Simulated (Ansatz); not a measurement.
# C₂H₆AlNO₃: how energies converge with the basis set

The task here is to estimate one member of a computed series from the others.

The runs use Ansatz 0.2.0, Gaussian basis; one geometry, several basis sets.

Levels to be run: PBE0-D4/def2-SVP; ωB97M-V/def2-SVP; PBE0-D4/def2-QZVPP; ωB97M-V/def2-QZVPP; the functionals' def2-TZVPP values are taken from earlier runs.

### The geometry

All runs share one geometry, relaxed beforehand with PBE0-D4 in a triple-zeta def2 set.

SMILES `CC#[N+][Al-]([OH])([OH])[OH]`, 13 atoms, charge 0, spin multiplicity 1.

Atoms are counted from 1 here; the program's logs count them from 0.

Bond lengths: C1–C2 1.442 Å, C1–H8 1.091 Å, C1–H9 1.091 Å, C1–H10 1.091 Å, C2–N3 1.141 Å, N3–Al4 2.018 Å, Al4–O5 1.717 Å, Al4–O6 1.717 Å, Al4–O7 1.717 Å, O5–H11 0.955 Å, O6–H12 0.955 Å, O7–H13 0.955 Å. Angles: C2–C1–H8 109.6°, C2–C1–H9 109.6°, C2–C1–H10 109.6°, H8–C1–H9 109.3°, H8–C1–H10 109.3°, H9–C1–H10 109.3°, C1–C2–N3 180.0°, C2–N3–Al4 180.0°, N3–Al4–O5 99.8°, N3–Al4–O6 99.8°, N3–Al4–O7 99.8°, O5–Al4–O6 117.1°, O5–Al4–O7 117.1°, O6–Al4–O7 117.1°, Al4–O5–H11 119.3°, Al4–O6–H12 119.3°, Al4–O7–H13 119.3°.

Set-up of the first run:

File in.yaml:

```yaml
crystal:
  periodic: [false, false, false]
  atoms:
    - {symbol: C, position_ang: [1.255830, -0.856667, 2.505630]}
    - {symbol: C, position_ang: [0.637988, -0.436295, 1.272745]}
    - {symbol: N, position_ang: [0.148895, -0.103435, 0.296563]}
    - {symbol: Al, position_ang: [-0.714901, 0.485116, -1.429406]}
    - {symbol: O, position_ang: [0.403574, -0.170553, -2.555461]}
    - {symbol: O, position_ang: [-0.692248, 2.187232, -1.203189]}
    - {symbol: O, position_ang: [-2.232575, -0.304692, -1.282101]}
    - {symbol: H, position_ang: [0.648851, -1.633349, 2.973359]}
    - {symbol: H, position_ang: [2.251906, -1.251668, 2.300096]}
    - {symbol: H, position_ang: [1.337714, -0.005410, 3.183195]}
    - {symbol: H, position_ang: [0.939659, 0.420287, -3.080480]}
    - {symbol: H, position_ang: [-1.517039, 2.655040, -1.089166]}
    - {symbol: H, position_ang: [-2.447353, -1.020306, -1.876985]}
basis:
  gaussian: {orbitals: def2-SVP}
hamiltonian: {xc: pbe0, dispersion: d4}
output: {orbitals: {seedname: orbitals}}
```

Command:

```bash
$ ansatz run in.yaml --threads 4 --pin off --events-out ev --progress --plain --max-ram 11315MiB
```

Among the steps run: PBE0-D4 in def2-SVP; ωB97M-V in def2-SVP; PBE0-D4 in def2-QZVPP; ωB97M-V in def2-QZVPP.

One of the session's tables, all rows but one given; the rest of the session is left out.

It belongs to the step «Functionals by basis». 

```
functional       basis  HOMO (eV)
   PBE0-D4    def2-SVP          ?
   PBE0-D4  def2-TZVPP      -7.64
   PBE0-D4  def2-QZVPP      -7.74
   ωB97M-V    def2-SVP      -9.69
   ωB97M-V  def2-TZVPP     -10.14
   ωB97M-V  def2-QZVPP     -10.24
```

**Question.** Estimate the row for PBE0-D4, def2-SVP.

As computed: HOMO (eV): -7.23. In the column «HOMO (eV)» it is the highest.
